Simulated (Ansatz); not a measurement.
**Ru2Rh (element-swapped structure): how the settings move a single-point run**

How sensitive is a single-point run of Ru2Rh (element-swapped structure) to its settings? A reference run comes first, then four runs with altered input.

Method: reference: DFT PBEsol, plane waves, PAW, scalar-relativistic, no spin polarisation, in Ansatz 0.2.0.

### 1 The starting structure

Symmetry: I4/mcm, No. 140, tetragonal system. The conventional cell has a = 5.414 Å, b = 5.414 Å, c = 4.730 Å, α = 90.00°, β = 90.00°, γ = 90.00°. Rh (site symmetry 422) has 8 Ru at 2.34 Å and 2 Rh at 2.36 Å as nearest neighbours. Around Ru (site symmetry m2m) lie 4 Rh at 2.34 Å and 1 Ru at 2.54 Å.

As a file:

```
CELL_PARAMETERS angstrom
-2.70682 2.70682 2.36492
2.70682 -2.70682 2.36492
2.70682 2.70682 -2.36492
ATOMIC_POSITIONS crystal
Rh 0.25000 0.25000 0.00000
Rh 0.75000 0.75000 0.00000
Ru 0.66600 0.16600 0.83200
Ru 0.16600 0.33400 0.50000
Ru 0.33400 0.83400 0.16800
Ru 0.83400 0.66600 0.50000
```

### 2 Reference

Input file input.yaml:

```yaml
crystal:
  lattice:
    - [-2.70681649, 2.70681649, 2.36491623]
    - [2.70681649, -2.70681649, 2.36491623]
    - [2.70681649, 2.70681649, -2.36491623]
  atoms:
    - { symbol: Rh, position: [0.25, 0.25, 0.0] }
    - { symbol: Rh, position: [0.75, 0.75, 0.0] }
    - { symbol: Ru, position: [0.666, 0.166, 0.832] }
    - { symbol: Ru, position: [0.166, 0.334, 0.5] }
    - { symbol: Ru, position: [0.334, 0.834, 0.168] }
    - { symbol: Ru, position: [0.834, 0.666, 0.5] }
  symmetry: { tolerance: 0.0003 }
kpoints:
  mp_grid: { grid: [5, 5, 5], shift: [0, 0, 0] }
magnetization:
  spin_polarized: false
scf:
  occupations: { method: fermi_dirac }
hamiltonian:
  pseudopotentials: { kind: paw }
  xc: pbesol
basis:
  ecutwfc: 420
output:
  forces: true
  stress: true
  eigenvalues: true
  write_density: true
  write_potential: true
  elf: true
  volumetric_format: npy
```

Started as:

```
$ ansatz run input.yaml --threads 1 --pin off --max-ram 2560MiB --backend cpu --events-out ev --progress --plain --runs-dir out
```

Standard output, shortened:

```text
Warning: RAYON_NUM_THREADS=1 ignored (pool sized by the plan → 1); use --threads N
[...]
Pseudopotentials: kind: paw
Pseudopotential: Rh, paw, valence charge 17, recommended cutoff 420 eV (normal), Rh.paw.azcp
Pseudopotential: Ru, paw, valence charge 16, recommended cutoff 420 eV (normal), Ru.paw.azcp
Functional definition: PBEsol
[...]
Crystal: 6 atoms, lattice volume = 69.310 Å³
Basis set: ecut = 420 eV, 1367 PW (Γ), exchange–correlation on 64×64×64 points (8 copies of the dense FFT grid, shifted against one another)
Bands: 59, of which v1, the nominal top of the filled ones, is band 49 counted from 1 (48 counted from 0)
Symmetry: 16 space group operations
Space group: I4/mcm (ITA 140), of the structure as read, at distance tolerance 1.2e-3 Å
k-points: 18 of 125
[...]
SCF iter   1: F=—  HF=-35934.701097 eV  |F-HF|=—  |Δ(HF+E_count)|=         —  Δρ=1.48e-2  dr2=7.36e-2  ethr=1.77e-3  ⟨swp⟩=5.9  Hψ=3721  notcnv=0
[...]
SCF iter   7: F=-35934.673669 eV  HF=-35934.673669 eV  |F-HF|=1.64e-9  |Δ(HF+E_count)|=   2.01e-8  Δρ=2.59e-6  dr2=3.57e-9  ethr=1.02e-10  ⟨swp⟩=8.6  Hψ=6584  notcnv=0
[...]
SCF converged after 7 iterations
Free energy (F): -35934.673669 eV
[...]
E sigma→0 (E₀):  -35934.560956 eV
Entropy (-TS):   -0.225426 eV (-37.571 meV/atom)
Fermi energy:    28.517104 eV
[...]
--- Forces (eV/Å), atoms counted from 1 ---
  atom   1  Rh     0.00000000     0.00000000     0.00000000
  atom   2  Rh     0.00000000    -0.00000000     0.00000000
  atom   3  Ru    -2.67460753    -2.67460753    -0.00000000
  atom   4  Ru     2.67460753    -2.67460753     0.00000000
  atom   5  Ru     2.67460753     2.67460753    -0.00000000
  atom   6  Ru    -2.67460753     2.67460753    -0.00000000
[...]
--- Stress (GPa, compression-positive) ---
      117.627167       0.000000       0.000000
        0.000000     117.627167       0.000000
        0.000000       0.000000      95.376648
  P = ⅓ Tr σ = 110.2103 GPa (1102.103 kbar)
--- Band table (eV; the first three rows and the last of 18) ---
[...]
```

Run time: 6.5 s. Hardware: 1 thread of Arm Neoverse V1, shared host; peak memory 0.37 GiB.

### 3 Changing settings: xc lda, ecutwfc 250 eV

input.yaml, as its differences from that of step 2:

```diff
@@ -21,5 +21,5 @@
   pseudopotentials: { kind: paw }
-  xc: pbesol
+  xc: lda
 basis:
-  ecutwfc: 420
+  ecutwfc: "250 eV"
 output:
@@ -28,5 +28 @@
   eigenvalues: true
-  write_density: true
-  write_potential: true
-  elf: true
-  volumetric_format: npy
```

Started as:

```
$ ansatz run input.yaml --threads 1 --pin off --max-ram 2560MiB --backend cpu --events-out ev --progress --plain --runs-dir out
```

Standard output, shortened:

```text
Warning: basis.ecutwfc = 250 eV is below the records' recommended 420 eV, and the density's cutoff is lower with it unless basis.ecutrho_ratio is high enough to keep the records' density cutoff: compare with a run at a higher cutoff
Warning: RAYON_NUM_THREADS=1 ignored (pool sized by the plan → 1); use --threads N
[...]
[... 3 set-up lines as earlier in the session ...]
Functional definition: SPW92
[...]
Crystal: 6 atoms, lattice volume = 69.310 Å³
Basis set: ecut = 250 eV, 603 PW (Γ)
Bands: 59, of which v1, the nominal top of the filled ones, is band 49 counted from 1 (48 counted from 0)
[... 2 set-up lines as earlier in the session ...]
k-points: 18 of 125
[...]
SCF iter   1: F=—  HF=-35573.091903 eV  |F-HF|=—  |Δ(HF+E_count)|=         —  Δρ=5.61e-2  dr2=9.13e-1  ethr=1.77e-3  ⟨swp⟩=5.7  Hψ=3545  notcnv=0
[...]
SCF iter   7: F=-35572.685197 eV  HF=-35572.685197 eV  |F-HF|=3.17e-9  |Δ(HF+E_count)|=   1.19e-7  Δρ=3.65e-6  dr2=7.48e-9  ethr=1.02e-10  ⟨swp⟩=5.4  Hψ=3783  notcnv=0
[...]
SCF converged after 7 iterations
Free energy (F): -35572.685197 eV
[...]
E sigma→0 (E₀):  -35572.571070 eV
Entropy (-TS):   -0.228254 eV (-38.042 meV/atom)
Fermi energy:    28.296153 eV
[...]
--- Forces (eV/Å), atoms counted from 1 ---
  atom   1  Rh     0.00000000    -0.00000000     0.00000000
  atom   2  Rh    -0.00000000     0.00000000     0.00000000
  atom   3  Ru    -2.39484590    -2.39484590     0.00000000
  atom   4  Ru     2.39484590    -2.39484590     0.00000000
  atom   5  Ru     2.39484590     2.39484590     0.00000000
  atom   6  Ru    -2.39484590     2.39484590     0.00000000
[...]
--- Stress (GPa, compression-positive) ---
      101.534020       0.000000       0.000000
        0.000000     101.534020       0.000000
        0.000000      -0.000000      78.784509
  P = ⅓ Tr σ = 93.9508 GPa (939.508 kbar)
--- Band table (eV; the first three rows and the last of 18) ---
[...]
```

It took 2.1 s on 1 thread of Arm Neoverse V1, shared host; peak memory 0.3 GiB.

Total energies don't compare across a change of functional; the pressure goes from 110.2 to 94.0 GPa and the largest force goes from 3.78 to 3.39 eV/Å. The cutoff changed too. The cutoff is under what these potentials recommend, as the log warns, so basis error is mixed in.

### 4 Variant: mp_grid.shift [0.5, 0.5, 0.5]

input.yaml, as its differences from that of step 2:

```diff
@@ -14,3 +14,3 @@
 kpoints:
-  mp_grid: { grid: [5, 5, 5], shift: [0, 0, 0] }
+  mp_grid: { grid: [5, 5, 5], shift: [0.5, 0.5, 0.5] }
 magnetization:
@@ -28,5 +28 @@
   eigenvalues: true
-  write_density: true
-  write_potential: true
-  elf: true
-  volumetric_format: npy
```

Started as:

```
$ ansatz run input.yaml --threads 1 --pin off --max-ram 2560MiB --backend cpu --events-out ev --progress --plain --runs-dir out
```

Standard output:

```text
Warning: RAYON_NUM_THREADS=1 ignored (pool sized by the plan → 1); use --threads N
Engine: ansatz 0.2.0, aarch64-unknown-linux-gnu
[... 4 set-up lines as earlier in the session ...]
  exchange = pbesol_x
  correlation = pbesol_c
Crystal: 6 atoms, lattice volume = 69.310 Å³
Basis set: ecut = 420 eV, 1367 PW (Γ), exchange–correlation on 64×64×64 points (8 copies of the dense FFT grid, shifted against one another)
Bands: 59, of which v1, the nominal top of the filled ones, is band 49 counted from 1 (48 counted from 0)
[... 2 set-up lines as earlier in the session ...]
k-points: 18 of 125
Non-local potential: Rh, projectors of the file, l = 0: 3, l = 1: 2, l = 2: 2, l = 3: 1
Non-local potential: Ru, projectors of the file, l = 0: 3, l = 1: 2, l = 2: 2, l = 3: 1
PAW form: soft (Blöchl's): semilocal exchange-correlation on the pseudo side does not see the compensation charge
PAW frozen core: Rh, regenerated for the run's functional, and the local potential with it (the file was generated under x = pbe(κ = 0.804, μ = 0.2195149727645171), c = pbe(β = 0.06672455060314922))
PAW frozen core: Ru, regenerated for the run's functional, and the local potential with it (the file was generated under x = pbe(κ = 0.804, μ = 0.2195149727645171), c = pbe(β = 0.06672455060314922))
PAW one-centre angular grid: Rh, 590 points (default); XC on 64 Gauss nodes
PAW one-centre angular grid: Ru, 590 points (default); XC on 64 Gauss nodes
Initial density: superposition of atomic densities (neutral atoms: chi_scale 0, normalization atom), corrected by the library's trained network
Initial wavefunctions: pseudopotential atomic-orbital guess
Functional: x = pbesol(κ = 0.804, μ = 0.12345679012345678), c = pbesol(β = 0.046)
SCF iter   1: F=—  HF=-35934.786873 eV  |F-HF|=—  |Δ(HF+E_count)|=         —  Δρ=1.47e-2  dr2=6.89e-2  ethr=1.77e-3  ⟨swp⟩=5.9  Hψ=3718  notcnv=0
preconditioner: auto → Kerker (q_TF=auto, 2.890 Å⁻¹)  [metal: Δε(μ)=0.031 eV  Ē_g=6.766 eV  σ=0.100 eV  W_gap=0.08  n_scr=18 (ndim 8)  ℏωp=31.5 eV  f_vac=0.000  D(μ)=5.44/eV (n_scr^D=70)]
SCF iter   2: F=—  HF=-35934.763584 eV  |F-HF|=—  |Δ(HF+E_count)|=   2.33e-2  Δρ=7.18e-3  dr2=1.59e-2  ethr=7.03e-5  ⟨swp⟩=2.7  Hψ=2051  notcnv=0
SCF iter   3: F=—  HF=-35934.760744 eV  |F-HF|=—  |Δ(HF+E_count)|=   2.84e-3  Δρ=1.12e-3  dr2=3.57e-4  ethr=1.62e-5  ⟨swp⟩=2.7  Hψ=2032  notcnv=0
SCF iter   4: F=—  HF=-35934.760832 eV  |F-HF|=—  |Δ(HF+E_count)|=   8.83e-5  Δρ=1.28e-4  dr2=9.48e-6  ethr=3.65e-7  ⟨swp⟩=2.0  Hψ=1895  notcnv=0
SCF iter   5: F=—  HF=-35934.760824 eV  |F-HF|=—  |Δ(HF+E_count)|=   8.02e-6  Δρ=3.72e-5  dr2=1.01e-6  ethr=9.67e-9  ⟨swp⟩=2.4  Hψ=1960  notcnv=0
SCF iter   6: F=—  HF=-35934.760824 eV  |F-HF|=—  |Δ(HF+E_count)|=   2.78e-7  Δρ=1.05e-5  dr2=1.06e-7  ethr=1.03e-9  ⟨swp⟩=2.0  Hψ=1447  notcnv=0
SCF iter   7: F=-35934.760824 eV  HF=-35934.760824 eV  |F-HF|=2.01e-9  |Δ(HF+E_count)|=   2.02e-8  Δρ=2.48e-6  dr2=3.79e-9  ethr=1.02e-10  ⟨swp⟩=4.2  Hψ=3375  notcnv=0
SCF 1 converged in 7 iterations: F = -35934.760824 eV  dr2 = 3.79e-9
SCF converged after 7 iterations
Free energy (F): -35934.760824 eV
Harris-Foulkes:  -35934.760824 eV  (|F-HF|=2.01e-9)
Internal energy: -35934.578284 eV  (E = F + TS)
E sigma→0 (E₀):  -35934.669554 eV
Entropy (-TS):   -0.182540 eV (-30.423 meV/atom)
Fermi energy:    28.559592 eV
--- Per-component energies (eV) ---
  E_band       = 46.768288
  E_kinetic    = 3272.143947
  E_local      = -7623.459718  (includes V_loc(G=0)·N_el)
  E_nonlocal   = 2108.683930
  E_hartree    = 2636.085522
  E_xc         = -1219.860881
  E_vxc        = -1538.313785  (∫ρ·V_xc dr)
  E_paw        = -20654.138857  (= ΣΔE_a)
  E_vpaw       = -1444.457500  (= ΣTr[D̂ρ^β])
  E_aug_tail   = 0.000689  (compensation charges beyond the density's cutoff)
  E_ewald      = -14455.598498
  E_core_change = 1.565583  (= ΣΔE_core)
  E_smearing   = -0.182540  (= −TS)
  E_closure    = -0.000000  (closes the sum)
  Σ components = -35934.760824   (vs F -35934.760824, Δ=0.00e0)
--- Forces (eV/Å), atoms counted from 1 ---
  atom   1  Rh     0.00000000     0.00000000     0.00000000
  atom   2  Rh    -0.00000000     0.00000000     0.00000000
  atom   3  Ru    -2.62679390    -2.62679390     0.00000000
  atom   4  Ru     2.62679390    -2.62679390     0.00000000
  atom   5  Ru     2.62679390     2.62679390     0.00000000
  atom   6  Ru    -2.62679390     2.62679390     0.00000000
  max |Σ_I F_I| component: 4.44e-16 eV/Å
--- Stress (GPa, compression-positive) ---
      117.206955       0.000000      -0.000000
        0.000000     117.206955       0.000000
       -0.000000      -0.000000      94.948710
  P = ⅓ Tr σ = 109.7875 GPa (1097.875 kbar)
--- Band table (eV; the first three rows and the last of 18) ---
  k-point 0: bands = ["-51.7010", "-51.5390", "-44.7526", "-44.6931", "-44.6395", "-44.6305", "-20.5024", "-19.9169", "-19.8611", "-19.6987", "-19.6719", "-19.2737", "-15.0396", "-15.0031", "-14.9445", "-14.9110", "-14.8302", "-14.8050", "-14.7858", "-14.7554", "-14.5980", "-14.5088", "-14.3806", "-14.3555", "19.5046", "20.0212", "20.4416", "20.4733", "21.2417", "21.2770", "21.6802", "22.0860", "22.6911", "23.6300", "23.6737", "23.9123", "24.2053", "24.6258", "24.7880", "25.3693", "25.5434", "25.7885", "26.0207", "26.5333", "26.6088", "26.8011", "27.1805", "27.4723", "28.1060", "28.8968", "28.9756", "29.3766", "29.6401", "29.7103", "30.6437", "32.3368", "32.5683", "33.5807", "36.1746"]
  k-point 1: bands = ["-51.6981", "-51.5396", "-44.7430", "-44.6881", "-44.6616", "-44.6301", "-20.4596", "-19.9280", "-19.7723", "-19.7060", "-19.6344", "-19.2743", "-15.0934", "-14.9854", "-14.9604", "-14.9395", "-14.8654", "-14.8398", "-14.7846", "-14.7807", "-14.5684", "-14.5364", "-14.4071", "-14.3666", "19.6250", "20.0494", "20.7130", "21.0167", "21.2851", "21.6479", "22.0585", "22.0912", "22.3981", "23.0302", "23.7005", "23.8975", "24.1448", "24.5346", "24.7615", "24.8659", "25.4469", "25.8357", "26.0130", "26.2580", "26.3482", "27.1078", "27.7163", "28.1508", "28.5357", "28.5941", "28.9810", "29.4173", "29.7646", "29.8320", "30.2162", "30.2541", "32.1873", "32.7028", "36.6427"]
  k-point 2: bands = ["-51.7027", "-51.5387", "-44.7593", "-44.6906", "-44.6308", "-44.6308", "-20.5266", "-19.9134", "-19.9134", "-19.6936", "-19.6936", "-19.2750", "-15.0813", "-14.8953", "-14.8953", "-14.8867", "-14.8644", "-14.8271", "-14.7632", "-14.7632", "-14.6325", "-14.4805", "-14.3500", "-14.3500", "19.3331", "20.0309", "20.1334", "20.1334", "21.1754", "21.1969", "21.6421", "22.6801", "23.4351", "23.4351", "23.6864", "24.0980", "24.2230", "24.2230", "24.5820", "25.1451", "25.1451", "26.3538", "26.3538", "26.5583", "26.5962", "26.7067", "26.7695", "26.9360", "28.0780", "29.1762", "29.1762", "29.4726", "29.5608", "29.5608", "30.6555", "34.1369", "34.1369", "34.2051", "34.4526"]
  k-point 17: bands = ["-51.7107", "-51.5213", "-44.6950", "-44.6888", "-44.6888", "-44.6664", "-20.4980", "-19.7925", "-19.7925", "-19.5994", "-19.5994", "-19.1115", "-15.2205", "-15.1376", "-15.0366", "-15.0230", "-15.0230", "-14.8650", "-14.8353", "-14.6479", "-14.4879", "-14.4879", "-14.4289", "-14.4289", "20.2699", "20.3264", "20.3264", "20.4465", "21.7588", "21.7744", "21.9308", "22.2078", "23.0262", "23.0262", "23.5247", "23.5247", "23.5451", "24.9293", "25.1530", "25.2327", "25.6072", "26.6138", "26.6138", "26.6618", "26.6618", "27.4299", "27.7560", "27.7560", "27.8063", "28.6620", "28.8284", "28.8284", "29.1608", "30.4299", "30.4408", "31.0325", "31.7033", "31.7033", "32.3223"]
```

Run time: 4.3 s. Hardware: 1 thread of Arm Neoverse V1, shared host; peak memory 0.36 GiB.

Changing the k-point mesh moves the energy by -14.5 meV/atom, and the pressure goes from 110.2 to 109.8 GPa and the largest force goes from 3.78 to 3.71 eV/Å. Sampling errors of the energy have no fixed sign.

### 5 Changed: lower_state_search light

input.yaml, as its differences from that of step 2:

```diff
@@ -19,2 +19,3 @@
   occupations: { method: fermi_dirac }
+  lower_state_search: light
 hamiltonian:
@@ -28,5 +29 @@
   eigenvalues: true
-  write_density: true
-  write_potential: true
-  elf: true
-  volumetric_format: npy
```

Started as:

```
$ ansatz run input.yaml --threads 1 --pin off --max-ram 2560MiB --backend cpu --events-out ev --progress --plain --runs-dir out
```

Standard output, shortened:

```text
Warning: RAYON_NUM_THREADS=1 ignored (pool sized by the plan → 1); use --threads N
[...]
[... 4 set-up lines as earlier in the session ...]
[...]
Crystal: 6 atoms, lattice volume = 69.310 Å³
Basis set: ecut = 420 eV, 1367 PW (Γ), exchange–correlation on 64×64×64 points (8 copies of the dense FFT grid, shifted against one another)
Bands: 59, of which v1, the nominal top of the filled ones, is band 49 counted from 1 (48 counted from 0)
[... 2 set-up lines as earlier in the session ...]
k-points: 18 of 125
[...]
SCF iter   1: F=—  HF=-35934.701097 eV  |F-HF|=—  |Δ(HF+E_count)|=         —  Δρ=1.48e-2  dr2=7.36e-2  ethr=1.77e-3  ⟨swp⟩=5.9  Hψ=3721  notcnv=0
[...]
SCF iter   7: F=-35934.673669 eV  HF=-35934.673669 eV  |F-HF|=1.64e-9  |Δ(HF+E_count)|=   2.01e-8  Δρ=2.59e-6  dr2=3.58e-9  ethr=1.02e-10  ⟨swp⟩=4.3  Hψ=3448  notcnv=0
[...]
SCF converged after 7 iterations
Free energy (F): -35934.673669 eV
[...]
E sigma→0 (E₀):  -35934.560956 eV
Entropy (-TS):   -0.225426 eV (-37.571 meV/atom)
Fermi energy:    28.517104 eV
[...]
--- Forces (eV/Å), atoms counted from 1 ---
  atom   1  Rh    -0.00000000    -0.00000000     0.00000000
  atom   2  Rh     0.00000000     0.00000000     0.00000000
  atom   3  Ru    -2.67460694    -2.67460694     0.00000000
  atom   4  Ru     2.67460694    -2.67460694    -0.00000000
  atom   5  Ru     2.67460694     2.67460694     0.00000000
  atom   6  Ru    -2.67460694     2.67460694    -0.00000000
[...]
--- Stress (GPa, compression-positive) ---
      117.627168       0.000000       0.000000
        0.000000     117.627168      -0.000000
        0.000000      -0.000000      95.376648
  P = ⅓ Tr σ = 110.2103 GPa (1102.103 kbar)
--- Band table (eV; the first three rows and the last of 18) ---
[...]
```

Wall time 4.2 s (1 thread of Arm Neoverse V1, shared host); peak memory 0.36 GiB.

The changed input (search for lower states) leaves the energy the same to the digits printed.

### 6 A run with other settings

input.yaml, as its differences from that of step 2:

```diff
@@ -18,3 +18,4 @@
 scf:
-  occupations: { method: fermi_dirac }
+  occupations: { method: fixed }
+  max_iter: 100
 hamiltonian:
@@ -28,5 +29 @@
   eigenvalues: true
-  write_density: true
-  write_potential: true
-  elf: true
-  volumetric_format: npy
```

Started as:

```
$ ansatz run input.yaml --threads 1 --pin off --max-ram 2560MiB --backend cpu --events-out ev --progress --plain --runs-dir out
```

Standard output, shortened:

```text
Warning: RAYON_NUM_THREADS=1 ignored (pool sized by the plan → 1); use --threads N
[...]
[... 4 set-up lines as earlier in the session ...]
[...]
Crystal: 6 atoms, lattice volume = 69.310 Å³
Basis set: ecut = 420 eV, 1367 PW (Γ), exchange–correlation on 64×64×64 points (8 copies of the dense FFT grid, shifted against one another)
Bands: 59, of which v1, the nominal top of the filled ones, is band 49 counted from 1 (48 counted from 0)
[... 2 set-up lines as earlier in the session ...]
k-points: 18 of 125
[...]
SCF iter   1: F=—  HF=-35934.498056 eV  |F-HF|=—  |Δ(HF+E_count)|=         —  Δρ=1.67e-2  dr2=9.14e-2  ethr=1.77e-3  ⟨swp⟩=4.8  Hψ=3263  notcnv=0  defer=114
[...]
SCF iter   7: F=-35934.463477 eV  HF=-35934.463477 eV  |F-HF|=1.96e-8  |Δ(HF+E_count)|=   1.37e-7  Δρ=6.50e-6  dr2=3.15e-8  ethr=1.02e-10  ⟨swp⟩=11.1  Hψ=4789  notcnv=0
[...]
SCF converged after 7 iterations
Free energy (F): -35934.463477 eV
[...]
E sigma→0 (E₀):  -35934.463477 eV
Fermi energy:    28.611301 eV
[...]
--- Forces (eV/Å), atoms counted from 1 ---
  atom   1  Rh    -0.00000000     0.00000000     0.00000000
  atom   2  Rh     0.00000000     0.00000000     0.00000000
  atom   3  Ru    -2.49781348    -2.49781348    -0.00000000
  atom   4  Ru     2.49781348    -2.49781348    -0.00000000
  atom   5  Ru     2.49781348     2.49781348     0.00000000
  atom   6  Ru    -2.49781348     2.49781348     0.00000000
[...]
--- Stress (GPa, compression-positive) ---
      118.001109       0.000000      -0.000000
        0.000000     118.001109      -0.000000
       -0.000000       0.000000      94.463208
  P = ⅓ Tr σ = 110.1551 GPa (1101.551 kbar)
--- Band table (eV; the first three rows and the last of 18) ---
[...]
```

It took 5.1 s on 1 thread of Arm Neoverse V1, shared host; peak memory 0.35 GiB.

### 7 A look at that input

The program finished normally, with warnings (band overlap at count, metallic iterate). That alone doesn't make the input a sound one.

In the input, scf.occupations.method is fixed. What could go wrong: fixed occupations where they can't hold. It still converged here, which does not make the setting sound.

To undo it: set scf.occupations.method to fermi_dirac.

Changing the smearing moves the energy by +16.2 meV/atom (σ→0 values), and the largest force goes from 3.78 to 3.53 eV/Å.

### 8 All runs together

| run | ending | energy change | pressure (GPa) | gap (eV) | force (eV/Å) | cycles | time |
| --- | --- | --- | --- | --- | --- | --- | --- |
| reference | converged | 0 | 110.2 | 0.00 | 3.78 | 7 | 6.5 s |
| 1: xc lda, ecutwfc 250 eV | converged | not comparable | 94.0 | 0.00 | 3.39 | 7 | 2.1 s |
| 2: mp_grid.shift [0.5, 0.5, 0.5] | converged | -14.5 meV/atom | 109.8 | 0.00 | 3.71 | 7 | 4.3 s |
| 3: lower_state_search light | converged | 0.0 meV/atom | 110.2 | 0.00 | 3.78 | 7 | 4.2 s |
| 4: occupations.method fixed | converged | +16.2 meV/atom (σ→0) | 110.2 | 0.00 | 3.53 | 7 | 5.1 s |

Times don't compare one to one where runs were asked for different outputs or read a saved state (see the inputs); cycles may leave out searches for a lower state.

Residual by cycle in the longest SCF loop of each run; runs are numbered as in the table. The quantity is the density residual dr2, in eV.

| cycle | reference | run 1 | run 2 | run 3 | run 4 |
| --- | --- | --- | --- | --- | --- |
| 1 | 0.0736 | 0.913 | 0.0689 | 0.0736 | 0.0914 |
| 2 | 0.0175 | 0.174 | 0.0159 | 0.0175 | 0.0168 |
| 3 | 3.8e-4 | 0.00704 | 3.6e-4 | 3.8e-4 | 4.6e-4 |
| 4 | 1.1e-5 | 1.2e-4 | 9.5e-6 | 1.1e-5 | 2.1e-4 |
| 5 | 1.2e-6 | 6.9e-6 | 1.0e-6 | 1.2e-6 | 6.9e-6 |
| 6 | 1.1e-7 | 6.7e-7 | 1.1e-7 | 1.1e-7 | 7.6e-7 |
| 7 | 3.6e-9 | 7.5e-9 | 3.8e-9 | 3.6e-9 | 3.1e-8 |

Run 4 forced a fixed filling on bands that overlap, as the log warns, so it is not on the ground state. Run 1 ran under the cutoff that the potentials recommend, as the log warns, so basis error is mixed into its values. Of the variants the dearest is «occupations.method fixed» (5.1 s), the cheapest «xc lda, ecutwfc 250 eV» (2.1 s), on a shared host. The structure is not at rest: the sound run finds 110 GPa, so these are no properties of the relaxed crystal. 

The reference has limits of its own: it is run without spin, though an odd electron count or open d shells could carry moments; its mesh is coarse for a cell with so small a gap or none; the structure is made up and not relaxed.
